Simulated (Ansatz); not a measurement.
# OZr: the cost of one run

Method: def2-QZVPP, core rule «outside noble gas», up to 5 orbitals frozen; program: Ansatz 0.2.0, Gaussian basis.

Plan: UHF; ROHF; CCSD(T) on UHF.

2 further runs of the same task are left out: 2 set aside as unsound or not needed.

**1. The system**

The geometry is a PBE0/def2-TZVP stationary point (not a proven minimum) of the parent state, kept for this charge and spin. No spin-orbit coupling is included. Elements past krypton take def2 core potentials.

2 atoms, charge 1, spin multiplicity 2.

Atoms are counted from 1 here; the program's logs count them from 0.

Bond lengths: Zr1–O2 1.704 Å.

**2. UHF**

Contents of in.yaml:

```yaml
crystal:
  periodic: [false, false, false]
  atoms:
    - {symbol: Zr, position_ang: [0.000000, 0.000000, 0.000000]}
    - {symbol: O, position_ang: [0.000000, 0.000000, 1.703661]}
basis:
  gaussian: {orbitals: "def2-QZVPP.json"}
total_charge: 1
magnetization: {spin_polarized: true, initial_magnetization: 1}
hamiltonian: {xc: hf}
output: {orbitals: {seedname: orbitals}}
```

Started as:

```sh
$ ansatz run in.yaml --threads 1 --pin off --events-out ev --progress --plain --max-ram 4096MiB --backend cpu
```

**Question.** How long does this run take on 1 thread of AMD EPYC 7R13, shared host, and how much memory does it need?

About 10 s, with a peak of 0.29 GiB.
